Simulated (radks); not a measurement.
**Numerical settings for Mo²⁺**

How sensitive is the result for the molybdenum ion Mo2+ to mesh, mixing and thresholds? A default run comes first. The defaults are a mesh step of 0.008 in ln r, a mesh end at 40 bohr or more, Anderson mixing 0.5 over 9 steps and a tight residual threshold, with the energy settled to 1e-9 hartree as well; every run has a cap on iterations.

Method: scalar-relativistic Kohn-Sham, PBE, spin-unpolarised, spherical densities, point nucleus. Code: radks (a radial shooting solver on a logarithmic mesh, Libxc functionals) version 1.

## 1. The atom as given

| Item | Value |
| --- | --- |
| element | molybdenum (Z = 42) |
| charge | +2 |
| electrons | 40 |
| configuration | [Kr] 4d4 |

Outer shells as boxes (Hund's rule):

Mo²⁺
```
[Kr] core
4d [↑ ][↑ ][↑ ][↑ ][  ]
```

## 2. Default settings

The run's settings:

```text
Z 42
configuration [Kr] 4d4
relativity scalar-relativistic
functional pbe,pbe
spin unpolarised
nucleus point
c 137.035999084
max_iterations 90
```

On the command line:

```sh
python run_ks.py task.json out
```

The same process makes all the runs of this session.

## 3. Mesh step in ln r 0.02

Input: that of step 2 with these lines changed.

```diff
@@ -7,2 +7,3 @@
 c 137.035999084
+mesh_step 0.02
 max_iterations 90
```

## 4. Mesh step in ln r 0.08

Input: that of step 3 with these lines changed.

```diff
@@ -7,3 +7,3 @@
 c 137.035999084
-mesh_step 0.02
+mesh_step 0.08
 max_iterations 90
```

## 5. Mesh step in ln r 0.2

Input: that of step 4 with these lines changed.

```diff
@@ -7,3 +7,3 @@
 c 137.035999084
-mesh_step 0.08
+mesh_step 0.2
 max_iterations 90
```

## 6. Mesh end (bohr) 400

Input: that of step 5 with these lines changed.

```diff
@@ -7,3 +7,3 @@
 c 137.035999084
-mesh_step 0.2
+mesh_end 400
 max_iterations 90
```

## 7. Mesh end (bohr) 3

Input: that of step 6 with these lines changed.

```diff
@@ -7,3 +7,3 @@
 c 137.035999084
-mesh_end 400
+mesh_end 3
 max_iterations 90
```

## 8. Residual threshold 0.001

Input: that of step 7 with these lines changed.

```diff
@@ -7,3 +7,3 @@
 c 137.035999084
-mesh_end 3
+threshold 0.001
 max_iterations 90
```

## 9. Residual threshold 0.01

Input: that of step 8 with these lines changed.

```diff
@@ -7,3 +7,3 @@
 c 137.035999084
-threshold 0.001
+threshold 0.01
 max_iterations 90
```

## 10. Mixing 0.01

Input: that of step 9 with these lines changed.

```diff
@@ -7,3 +7,3 @@
 c 137.035999084
-threshold 0.01
+mixing 0.01
 max_iterations 90
```

## 11. Mixing history 1, mixing 0.05

Input: that of step 10 with these lines changed.

```diff
@@ -7,3 +7,4 @@
 c 137.035999084
-mixing 0.01
+history 1
+mixing 0.05
 max_iterations 90
```

## 12. Mixing history 1, mixing 0.5

Input: that of step 11 with these lines changed.

```diff
@@ -8,3 +8,3 @@
 history 1
-mixing 0.05
+mixing 0.5
 max_iterations 90
```

## 13. Mixing history 3

Input: that of step 12 with these lines changed.

```diff
@@ -7,4 +7,3 @@
 c 137.035999084
-history 1
-mixing 0.5
+history 3
 max_iterations 90
```

## 14. Iteration cap 8

Input: that of step 13 with these lines changed.

```diff
@@ -7,3 +7,2 @@
 c 137.035999084
-history 3
-max_iterations 90
+max_iterations 8
```

What does the calculation give? Wanted: for each run, setting; iterations; converged; change of E.

**Answer**, as computed:

```tsv
setting	mesh points	iterations	converged	change of E (mhartree)	time
Default settings	2486	14	yes	0	0.1 s
mesh step in ln r 0.02	995	14	yes	0	0.04 s
mesh step in ln r 0.08	249	3	no	-	0.01 s
mesh step in ln r 0.2	100	3	no	-	0.01 s
mesh end (bohr) 400	2764	14	yes	0	0.1 s
mesh end (bohr) 3	2153	13	yes	+578.3	0.09 s
residual threshold 0.001	2486	9	yes	0	0.07 s
residual threshold 0.01	2486	9	yes	0	0.07 s
mixing 0.01	2486	20	yes	0	0.13 s
mixing history 1, mixing 0.05	2486	90	no	-	0.56 s
mixing history 1, mixing 0.5	2486	30	yes	0	0.18 s
mixing history 3	2486	15	yes	0	0.11 s
iteration cap 8	2486	8	no	-	0.06 s
```

A zero stands for a change under the printed digits. Converged yet off by more than 1 mhartree: mesh end (bohr) 3. Convergence of the cycle says nothing about the mesh. Not converged or rejected: mesh step in ln r 0.08; mesh step in ln r 0.2; mixing history 1, mixing 0.05; iteration cap 8. A mesh that ends early acts as a hard wall.
